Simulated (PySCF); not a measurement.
# FH8NSi3: magnetic properties

One table from this session's results is given with a row withheld; the runs are named, their logs left out.

Computed with PySCF 2.14.0 and routines of our own; the level stands in each step. Atoms count from 0.

## The starting structure

13 atoms, charge 0, multiplicity 1; geometry from: GFN2-xTB.

Set-up of the first run:

Job settings and geometry (Å):

```
{"job": {"xc": "PBE0", "basis": "def2-SVP", "d3": "d3bj", "grid": 1, "kind": "geom"}, "charge": 0, "multiplicity": 1}
N     -0.268791     1.821135     0.341887
Si    -0.036407     0.325998    -0.506024
Si    -1.860433    -0.997093     0.043173
Si     2.048863    -0.380400     0.178678
F      2.346488    -1.717893    -0.684831
H     -1.172878     2.263597     0.310265
H      0.444652     2.531904     0.309639
H     -0.014674     0.543177    -1.981313
H     -3.140030    -0.476364    -0.456783
H     -2.035784    -1.143163     1.492067
H     -1.726228    -2.350247    -0.501677
H      3.222602     0.444336    -0.113698
H      2.188234    -0.864501     1.550890
```

Launch:

```sh
OMP_NUM_THREADS=1 python excited_run.py task.json out
```

One launch serves the whole session: the jobs run in the order shown.

Among the steps run: Relaxing the molecule at PBE0-D3(BJ)/def2-SVP; Magnetic properties: GIAO PBE0/pcSseg-1; Magnetic properties: GIAO B97-D/pcSseg-1; Magnetic properties: GIAO B3LYP/pcSseg-1; Magnetic properties: GIAO revPBE/pcSseg-1; Magnetic properties: GIAO KT3/pcSseg-1; Magnetic properties: GIAO PW91/pcSseg-1.

One table of the session follows, with a row left open; its other results are not shown here.

It belongs to the step «Magnetic properties side by side». 

| level | gap (eV) |
| --- | --- |
| GIAO PBE0/pcSseg-1 | ? |
| GIAO B97-D/pcSseg-1 | 4.64 |
| GIAO B3LYP/pcSseg-1 | 6.25 |
| GIAO revPBE/pcSseg-1 | 4.52 |
| GIAO KT3/pcSseg-1 | 4.53 |
| GIAO PW91/pcSseg-1 | 4.45 |

Q: Estimate the row for GIAO PBE0/pcSseg-1 from the others.

**Answer.** gap (eV): 6.64. In the column «gap (eV)» it is the highest.

Limits of these values: Vibrational averaging and real surroundings are missing from these values.
